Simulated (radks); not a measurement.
# Pd¹⁷⁺ in [Ar] 3d10 4s1: an all-electron calculation

One table from this session's results is given with a row withheld; the runs are named, their logs left out.

Program: radks (a radial shooting solver on a logarithmic mesh, Libxc functionals) version 1. Level of theory: scalar-relativistic Kohn-Sham, revPBE, spin-polarised, spherical densities, point nucleus; open shells are filled with parallel spins first. These are calculated values, not measurements, unless marked.

## Starting point

```
element       : palladium (Z = 46)
charge        : +17
electrons     : 29
configuration : [Ar] 3d10 4s1
```

Outer shells as boxes (Hund's rule):

Pd¹⁷⁺
```
[Ar] core
3d [↑↓][↑↓][↑↓][↑↓][↑↓]
4s [↑ ]
```

The first run:

The run's settings:

```text
Z 46
configuration [Ar] 3d10 4s1 4p0 5s0
relativity scalar-relativistic
functional pbe_r,pbe
spin polarised
nucleus point
c 137.035999084
```

Started as:

```console
python run_ks.py task.json out
```

This one command runs every case of the session in turn.

One of the session's tables, all rows but one given; the rest of the session is left out.

It belongs to the step «Orbitals and density». Radial moments (bohr):

| level | <r> | outermost maximum (interpolated) | 90 % within | nodes |
| --- | --- | --- | --- | --- |
| 1s up | 0.03185 | 0.0207 | 0.0571 | 0 |
| 1s down | 0.03185 | 0.0207 | 0.0571 | 0 |
| 2s up | 0.1382 | 0.117 | 0.213 | 1 |
| 2s down | 0.1382 | 0.117 | 0.213 | 1 |
| 2p up | 0.1205 | 0.0933 | 0.196 | 0 |
| 2p down | 0.1205 | 0.0933 | 0.196 | 0 |
| 3s up | 0.3750 | 0.340 | 0.551 | 2 |
| 3s down | 0.3748 | 0.340 | 0.551 | 2 |
| 3p up | 0.3731 | 0.333 | 0.560 | 1 |
| 3p down | 0.3727 | 0.333 | 0.559 | 1 |
| 3d up | 0.3486 | 0.279 | 0.549 | 0 |
| 3d down | 0.3482 | 0.279 | 0.548 | 0 |
| 4s up | 0.8143 | 0.783 | 1.15 | 3 |
| 4s down | 0.8134 | 0.784 | 1.15 | 3 |
| 4p up | ? | ? | ? | ? |
| 4p down | 0.8426 | 0.811 | 1.20 | 2 |
| 5s up | 1.425 | 1.46 | 1.98 | 4 |

Q: Estimate the row for 4p up from the others.

As computed: <r>: 0.8440; outermost maximum (interpolated): 0.811; 90 % within: 1.21; nodes: 2. In the column «<r>» it lies between 4p down (0.8426) and 5s up (1.425).
